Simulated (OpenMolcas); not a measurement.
# Zr³⁺ among point charges: CASSCF and CASPT2 levels and susceptibility

Aim: the splitting of the states of Zr³⁺ in the field of 6 point charges, its lowest levels with spin-orbit coupling and its magnetic susceptibility.

Program: OpenMolcas 26.06. Level of theory: state-averaged CASSCF and CASPT2, spin-orbit coupling by RASSI with atomic mean-field integrals. These are calculated values, not measurements, unless marked.

## Step 1: Starting point

```
Species                           : Zr³⁺ (zirconium, Z = 40, 37 electrons)
Basis                             : ANO-RCC-VDZP [6s5p3d1f], 43 functions
Scalar Hamiltonian                : DKH2, point nucleus
Inactive shells                   : 1s 2s 2p 3s 3p 3d 4s 4p
Active space                      : 1 electron in 5 orbitals (4d)
Some configurations of this space : 4d
Orbitals                          : optimised for each spin and parity, averaged over all roots
```

Outer shells as boxes (Hund's rule):

4d
```
4d [↑ ][  ][  ][  ][  ]
```

The ion sits among 6 point charges of -0.75 e arranged as an octahedron (Oh), 2.01 Å from the ion.

The work runs as a chain of OpenMolcas steps in one folder; each step below is one input file. Labels, J, g values, rates, χT and fits are worked out afterwards by a script from the matrices that RASSI stores. The input lists half of the charges; inversion (Group=XYZ) makes the rest.

## Step 2: GATEWAY and SEWARD: basis and integrals

a.inp

```
&GATEWAY
Coord
1

Zr 0.0 0.0 0.0
Basis=ANO-RCC-VDZP
Group=XYZ
NoMove
AngMom=0.0 0.0 0.0
AMFI
XField
3 Angstrom 0
2.010000 0.000000 0.000000 -0.750000
0.000000 2.010000 0.000000 -0.750000
0.000000 0.000000 2.010000 -0.750000
&SEWARD
```

Started as:

```console
$ OMP_NUM_THREADS=1 MOLCAS_MEM=1689 MOLCAS_PROJECT=a pymolcas a.inp > a.log
```

## Step 3: CASSCF: doublets of even parity, 5 roots

a.inp

```
&RASSCF
FileOrb=start.orb
Symmetry=1
Spin=2
nActEl=1 0 0
Inactive=9 9
Ras2=5 0
CIRoot=5 5 1
SDav=5
CIMx=300
Iter=120 100
PrWF=0.3
OrbListing=Nothing
MaxOrb=0
>>> COPY $Project.JobIph JOB001
```

start.orb holds the contracted functions of the basis, ordered by shell, or the orbitals of the step before.

## Step 4: State interaction with spin-orbit coupling

a.inp

```
&RASSI
NrOfJobIphs=1 5
1 2 3 4 5
IphNames
JOB001
EJob
SpinOrbit
DIPRint=1.0
SOCoupling=1000.0
Subsets=2
Property=9
'ANGMOM' 1 'ANGMOM' 2 'ANGMOM' 3 'MLTPL  1' 1 'MLTPL  1' 2 'MLTPL  1' 3
'AMFI' 1 'AMFI' 2 'AMFI' 3
SOProperty=3
'ANGMOM' 1 'ANGMOM' 2 'ANGMOM' 3
```

## Step 5: CASPT2: IPEA 0.25, imaginary shift 0.1 (closed shells correlated: 4s 4p)

a.inp

```
>>> COPY JOB001 $Project.JobIph
&CASPT2
Multistate=5 1 2 3 4 5
NoMult
Frozen=8 6
IPEA=0.25
Imaginary=0.1
MaxIter=60
WThr=0.0 0.3 0.05
PrWF=0.5
NoMix
```

(Steps that only read results are left out.)

Before running it: what results should come out? Wanted: spin-free ground state; first state of the same spin within the active space; lowest level; next level.

**Answer**, as computed:

| quantity | value |
| --- | --- |
| method | SS-CASPT2, IPEA 0.25, imaginary shift 0.1 (closed shells correlated: 4s 4p) |
| spin-free ground state | 2T2, 3-fold in its orbital part |
| first state of the same spin within the active space | 2E at 9030 cm⁻¹ |
| lowest level | 4-fold Γ8 |
| next level | 744.4 cm⁻¹ |
| χT at 300 K | 0.21 cm³ K/mol |
| effective moment at 300 K | 1.31 μB |

Cost by method:

```
                                              method  time of its own steps  time with the reference
                                           A. CASSCF                  1.6 s                    1.6 s
B. SS-CASPT2, IPEA 0.25, imaginary shift 0.1, +4s 4p                 0.52 s                    2.1 s
```

Times are of one thread on a shared host.

**Reading.** The spin-free ground state (2T2) comes to 100 % from free-ion D terms and keeps the highest spin of the shell. χT at 300 K is 0.21, against 0.38 cm³ K/mol for the spin alone, so orbital moment lowers it. A ligand-field fit to the states below 45000 cm-1 gives 10Dq = 9026 cm-1, the gap between the two states. The field of point charges can differ much from that of real complexes. Point charges carry no covalency, so the field is a model and not that of real ligands.
